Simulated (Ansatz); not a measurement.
# CH5BOSi: the cost of one run

Computed with Ansatz 0.2.0, Gaussian basis. Level: the settings change from run to run.

## 1. The molecule

The geometry comes from an earlier relaxation with PBE0-D4 in a triple-zeta def2 set; it is a stationary point, not always the lowest conformer.

SMILES `O[SiH]1BC1`, 9 atoms, charge 0, spin multiplicity 1.

Atoms are counted from 1 here; the program's logs count them from 0.

Bond lengths: O1–Si2 1.643 Å, O1–H5 0.959 Å, Si2–B3 1.884 Å, Si2–C4 2.060 Å, Si2–H6 1.490 Å, B3–C4 1.480 Å, B3–H7 1.187 Å, C4–H8 1.096 Å, C4–H9 1.090 Å. Angles: Si2–O1–H5 116.7°, O1–Si2–B3 125.8°, O1–Si2–C4 106.0°, O1–Si2–H6 107.5°, B3–Si2–C4 43.8°, B3–Si2–H6 126.6°, C4–Si2–H6 122.2°, Si2–B3–C4 74.4°, Si2–B3–H7 138.2°, C4–B3–H7 130.1°, Si2–C4–B3 61.8°, Si2–C4–H8 80.9°, Si2–C4–H9 145.8°, B3–C4–H8 124.9°, B3–C4–H9 123.5°, H8–C4–H9 110.3°.

Coordinates:

```
atom     x (Å)     y (Å)     z (Å)
  O1  -0.88626   0.73937  -1.60014
 Si2   0.25587   0.71746  -0.41869
  B3   1.21555  -0.79779   0.15719
  C4  -0.14292  -0.94834   0.72530
  H5  -1.53971   1.43983  -1.55443
  H6   0.32138   2.08597   0.16787
  H7   2.27508  -1.04714   0.63150
  H8  -1.07323  -0.90761   0.14637
  H9  -0.33726  -1.32804   1.72784
```

## 2. wB97/def2-mTZVP

This run has multiplicity 3, atoms shaken by 0.08 Å, relativity set to none.

The input, in.yaml:

```yaml
crystal:
  periodic: [false, false, false]
  atoms:
    - {symbol: O, position_ang: [-0.806659, 0.790935, -1.676007]}
    - {symbol: Si, position_ang: [0.274169, 0.698476, -0.307385]}
    - {symbol: B, position_ang: [1.173778, -0.914148, 0.281435]}
    - {symbol: C, position_ang: [-0.107536, -0.960849, 0.879779]}
    - {symbol: H, position_ang: [-1.595762, 1.554817, -1.575168]}
    - {symbol: H, position_ang: [0.245112, 2.160782, 0.176422]}
    - {symbol: H, position_ang: [2.360374, -1.101730, 0.617506]}
    - {symbol: H, position_ang: [-1.196789, -0.749385, 0.009432]}
    - {symbol: H, position_ang: [-0.481841, -1.365541, 1.568080]}
basis:
  gaussian: {orbitals: def2-mTZVP}
magnetization: {spin_polarized: true, initial_magnetization: 2}
hamiltonian: {xc: {name: wB97}, pseudopotentials: {relativity: none}}
output: {forces: true}
```

Run with:

```
$ ansatz run in.yaml --threads 2 --pin off --events-out ev --progress --plain --max-ram 4352MiB
```

**Question.** How long does this run take on 2 threads of Arm Neoverse V2, shared host, and how much memory does it need?

About 16 s, with a peak of 0.35 GiB.
